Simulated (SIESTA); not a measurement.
Input of a SIESTA 5.4.2 run:

File In3SbTe2.fdf:

```
SystemName                      In3SbTe2
SystemLabel                     In3SbTe2
NumberOfSpecies                 3
NumberOfAtoms                   6
%block ChemicalSpeciesLabel
  1  52 Te
  2  51 Sb
  3  49 In
%endblock ChemicalSpeciesLabel

LatticeConstant                 1.0 Ang
%block LatticeVectors
     4.4280963236     0.0000000000     0.0000000000
    -2.2140481618     3.8348439066     0.0000000000
     0.0000000000     0.0000000000    11.1867048800
%endblock LatticeVectors
AtomicCoordinatesFormat         Fractional
%block AtomicCoordinatesAndAtomicSpecies
     0.6666666667     0.3333333333     0.3283140000  1  Te
     0.3333333333     0.6666666667     0.6716860000  1  Te
     0.0000000000     0.0000000000     0.0000000000  2  Sb
     0.6666666667     0.3333333333     0.8430740000  3  In
     0.3333333333     0.6666666667     0.1569260000  3  In
     0.0000000000     0.0000000000     0.5000000000  3  In
%endblock AtomicCoordinatesAndAtomicSpecies

%block kgrid.MonkhorstPack
    7   0   0  0.0
    0   7   0  0.0
    0   0   3  0.0
%endblock kgrid.MonkhorstPack
XC.Functional                   GGA
XC.Authors                      PBEsol
PAO.BasisSize                   DZP
PAO.EnergyShift                 0.003 Ry
Mesh.Cutoff                     500 Ry
OccupationFunction              FD
ElectronicTemperature           0.05 eV
MaxSCFIterations                120
SCF.MustConverge                false
SCF.Mixer.Method                Pulay
SCF.Mixer.Weight                0.25
SCF.Mixer.History               8
SCF.DM.Tolerance                5.0e-05
SCF.H.Tolerance                 1.0e-03 eV
WriteForces                     true
Charge.Mulliken                 end
BandLinesScale                  ReciprocalLatticeVectors
%block BandLines
    1    0.000000   0.000000   0.000000  \Gamma
   12    0.500000   0.000000   0.000000  M
    7    0.333333   0.333333   0.000000  K
   14    0.000000   0.000000   0.000000  \Gamma
    4    0.000000   0.000000   0.500000  A
   12    0.500000   0.000000   0.500000  L
    7    0.333333   0.333333   0.500000  H
   14    0.000000   0.000000   0.500000  A
    1    0.500000   0.000000   0.500000  L
    4    0.500000   0.000000   0.000000  M
    1    0.333333   0.333333   0.000000  K
    4    0.333333   0.333333   0.500000  H
%endblock BandLines
%block PAO.Basis
  Te 4
  n=5 0 2
    5.613 0.000
  n=5 1 2
    7.253 0.000
  n=4 2 2
    3.260 0.000
  n=5 2 1
    7.253
  Sb 4
  n=5 0 2
    5.972 0.000
  n=5 1 2
    7.842 0.000
  n=4 2 2
    3.490 0.000
  n=5 2 1
    7.842
  In 4
  n=5 0 2
    6.955 0.000
  n=5 1 2
    9.500 0.000
  n=4 2 2
    4.114 0.000
  n=5 2 1
    9.500
%endblock PAO.Basis
```

Potentials or basis: PseudoDojo 0.4 standard (PBEsol files), DZP (energy shift 0.003 Ry; two zetas on semicore shells).

Launch:

```sh
$ siesta In3SbTe2.fdf > In3SbTe2.out 2>&1
```

Question: Predict the largest force.

Answer: 0.130 eV/Å.

Question: What does it give for the band gap on the k mesh?

Answer: None (metal or under the smearing width).

Forces in eV/Å, atoms in the order of the input:
```
Te   0.000  0.000  0.053
Te   0.000  0.000 -0.053
Sb   0.000  0.000  0.000
In   0.000  0.000  0.130
In   0.000  0.000 -0.130
In   0.000  0.000  0.000
```

Caveat: spin-orbit coupling is left out, which moves the levels of the heavy elements; the basis of atomic orbitals isn't converged, which shifts pressures, moduli and gaps.
